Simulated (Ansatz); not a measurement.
**CH7BN2O: up Jacob's ladder to CCSD(T)**

The task here is to estimate one member of a computed series from the others.

The runs use Ansatz 0.2.0, Gaussian basis; functionals in def2-TZVPP, the program's frozen cores in correlated methods.

The runs, in order: PBE-D4, r2SCAN-D4, PBE0-D4, B3LYP-D4, ωB97X-V, ωB97M-V, B2PLYP; CCSD(T)/def2-TZVPP; MP2/def2-QZVPP; extrapolation to the limit.

## Structure used throughout

The geometry comes from an earlier relaxation with PBE0-D4 in a triple-zeta def2 set; it is a stationary point, not always the lowest conformer.

12 atoms, charge 0, spin multiplicity 1.

Atoms are counted from 1 here; the program's logs count them from 0.

Bond lengths: C1–N2 1.437 Å, C1–H6 1.092 Å, C1–H7 1.094 Å, C1–H8 1.099 Å, N2–B3 1.415 Å, N2–H9 1.005 Å, B3–N4 1.423 Å, B3–O5 1.385 Å, N4–H10 1.003 Å, N4–H11 1.003 Å, O5–H12 0.957 Å. Angles: N2–C1–H6 110.8°, N2–C1–H7 110.6°, N2–C1–H8 113.5°, H6–C1–H7 106.4°, H6–C1–H8 107.5°, H7–C1–H8 107.7°, C1–N2–B3 126.5°, C1–N2–H9 115.7°, B3–N2–H9 117.3°, N2–B3–N4 121.8°, N2–B3–O5 116.2°, N4–B3–O5 122.0°, B3–N4–H10 122.9°, B3–N4–H11 123.5°, H10–N4–H11 113.3°, B3–O5–H12 113.7°.

Set-up of the first run:

Contents of in.yaml:

```yaml
crystal:
  periodic: [false, false, false]
  atoms:
    - {symbol: C, position_ang: [-1.593221, 0.291952, -0.486479]}
    - {symbol: N, position_ang: [-0.205606, 0.283751, -0.858867]}
    - {symbol: B, position_ang: [0.886418, -0.069982, -0.031451]}
    - {symbol: N, position_ang: [0.703787, -0.457708, 1.325013]}
    - {symbol: O, position_ang: [2.140093, -0.014655, -0.617594]}
    - {symbol: H, position_ang: [-2.162366, 0.968667, -1.128079]}
    - {symbol: H, position_ang: [-1.714763, 0.659844, 0.536946]}
    - {symbol: H, position_ang: [-2.068596, -0.697005, -0.544265]}
    - {symbol: H, position_ang: [-0.014653, 0.435952, -1.833335]}
    - {symbol: H, position_ang: [-0.199395, -0.528848, 1.754920]}
    - {symbol: H, position_ang: [1.461140, -0.602830, 1.966085]}
    - {symbol: H, position_ang: [2.844161, -0.324440, -0.048893]}
basis:
  gaussian: {orbitals: def2-TZVPP}
hamiltonian: {xc: pbe, dispersion: d4}
output: {forces: true, orbitals: {seedname: orbitals}}
```

The run is started by

```sh
> ansatz run in.yaml --threads 4 --pin off --events-out ev --progress --plain --max-ram 10444MiB
```

Steps of the session up to this table: PBE-D4 (GGA); r2SCAN-D4 (meta-GGA); PBE0-D4 (hybrid); B3LYP-D4 (hybrid); ωB97X-V (range-separated); ωB97M-V (range-separated); B2PLYP (double hybrid); CCSD(T) in def2-TZVPP; MP2 in def2-QZVPP.

One of the session's tables, all rows but one given; the rest of the session is left out.

| method | atomisation energy (kcal/mol) |
| --- | --- |
| PBE-D4 | 1161.2 |
| r2SCAN-D4 | 1133.5 |
| PBE0-D4 | 1137.0 |
| B3LYP-D4 | 1140.1 |
| ωB97X-V | 1137.1 |
| ωB97M-V | ? |
| B2PLYP | 1126.3 |
| HF/def2-TZVPP | 808.5 |
| MP2/def2-TZVPP | 1120.7 |
| CCSD/def2-TZVPP | 1084.6 |
| CCSD(T)/def2-TZVPP | 1100.6 |
| MP2/CBS | 1152.9 |
| CCSD(T)/CBS | 1132.9 |

**Question.** Estimate the row for ωB97M-V.

As computed: atomisation energy (kcal/mol): 1140.9. In the column «atomisation energy (kcal/mol)» it lies between B3LYP-D4 (1140.1) and MP2/CBS (1152.9).
